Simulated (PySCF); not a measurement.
# C4H10O2S (diethyl sulfone): the cost of one run

Programs: PySCF 2.14.0, with routines of our own; each step states its level. All values are computed. Atoms count from 0.

## 1. The starting structure

17 atoms, charge 0, multiplicity 1; geometry from: GFN2-xTB.

## 2. Optimising the geometry at PBE0-D3(BJ)/def2-SVP

Job settings and geometry (Å):

```
{"job": {"xc": "PBE0", "basis": "def2-SVP", "d3": "d3bj", "grid": 2, "kind": "geom"}, "charge": 0, "multiplicity": 1}
C      2.699134     0.081221     0.220926
C      1.410504    -0.644976    -0.096928
S      0.028020     0.446956     0.396204
O      0.077336     0.628044     1.821609
O      0.065432     1.627132    -0.424027
C     -1.483977    -0.497094    -0.015110
C     -2.672261     0.355805     0.371954
H      2.734442     0.304487     1.284599
H      2.727885     1.020555    -0.326124
H      3.567154    -0.517294    -0.048556
H      1.302010    -1.562948     0.473447
H      1.294498    -0.835276    -1.160078
H     -1.448985    -0.694367    -1.082742
H     -1.436671    -1.423447     0.550278
H     -2.626678     0.578669     1.435347
H     -2.634612     1.294635    -0.175578
H     -3.610228    -0.150072     0.151428
```

Started as:

```console
OMP_NUM_THREADS=1 python excited_run.py task.json out
```

The driver reads the jobs from task.json and runs them one after another.

**Question.** How long does this first job take on 1 thread of Arm Neoverse V2, shared host, and how much memory does it need?

About 39 s, with a peak of 0.83 GiB.
